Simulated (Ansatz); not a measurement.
# Sn2Ge3: the cost of one run

Program: Ansatz 0.2.0. Level of theory: DFT PBE, scalar-relativistic, plane waves, PAW, unless a step names another level. These are calculated values, not measurements.

2 further runs of the same task are left out: 2 that didn't finish.

### 1 Starting point

It takes space group R-3m (No. 166, trigonal). Conventional cell: a = 4.053 Å, b = 4.053 Å, c = 25.020 Å, α = 90.00°, β = 90.00°, γ = 120.00°. Sn (site symmetry 3m) is surrounded by 6 Ge at 2.86 to 3.05 Å. Ge (site symmetry 3m) has 3 Ge at 2.61 Å as nearest neighbours. Ge (site symmetry -3m) has 6 Sn at 2.86 Å as nearest neighbours.

As a file:

```cif
data_structure
_symmetry_space_group_name_H-M 'R-3m:H'
_symmetry_Int_Tables_number 166
_cell_length_a 4.0531
_cell_length_b 4.0531
_cell_length_c 25.0196
_cell_angle_alpha 90.000
_cell_angle_beta 90.000
_cell_angle_gamma 120.000
_cell_volume 355.94
loop_
_atom_site_label
_atom_site_type_symbol
_atom_site_symmetry_multiplicity
_atom_site_Wyckoff_symbol
_atom_site_fract_x
_atom_site_fract_y
_atom_site_fract_z
_atom_site_occupancy
Sn1 Sn 6 c 0.66667 0.33333 0.93424 1
Ge1 Ge 6 c 0.33333 0.66667 0.85636 1
Ge2 Ge 3 a 0.00000 0.00000 0.00000 1
```

It came out lowest among 23 distinct ends of the trial cells. At a tolerance of 0.05 Å it has space group R-3m (No. 166).

### 2 A stricter relaxation, on the response runs' mesh and smearing

Input file input.yaml:

```yaml
crystal:
  lattice:
    - [2.0265372585, 1.1700218317, 8.3398690391]
    - [-2.0265372585, 1.1700218317, 8.3398690391]
    - [0.0, -2.3400436634, 8.3398690391]
  atoms:
    - { symbol: Sn, position: [0.6009096068, 0.6009096068, 0.6009096068] }
    - { symbol: Sn, position: [0.3990903932, 0.3990903932, 0.3990903932] }
    - { symbol: Ge, position: [0.1896961644, 0.1896961644, 0.1896961644] }
    - { symbol: Ge, position: [0.8103038356, 0.8103038356, 0.8103038356] }
    - { symbol: Ge, position: [0.0, 0.0, 0.0] }
basis:
  ecutwfc: 420
kpoints:
  mp_grid: { grid: [12, 12, 12] }
hamiltonian:
  xc: pbe
scf:
  occupations: { method: gaussian, width: 0.1 }
output:
  forces: true
  stress: true
  eigenvalues: true
  write_density: true
  write_potential: true
  elf: true
  volumetric_format: npy
relax:
  adjacent_minimum: "off"
  f_tol: 0.001
  max_steps: 60
  cell: { stress_tol: 0.01 }
```

The run is started by

```bash
$ ansatz run input.yaml --threads 3 --pin off --max-ram 7680MiB --backend cpu --events-out ev --progress --plain --runs-dir out
```

What time and memory should one allow on 3 threads of Intel Xeon 6975P-C (Granite Rapids), shared host?

About 50 s, with a peak of 0.97 GiB.
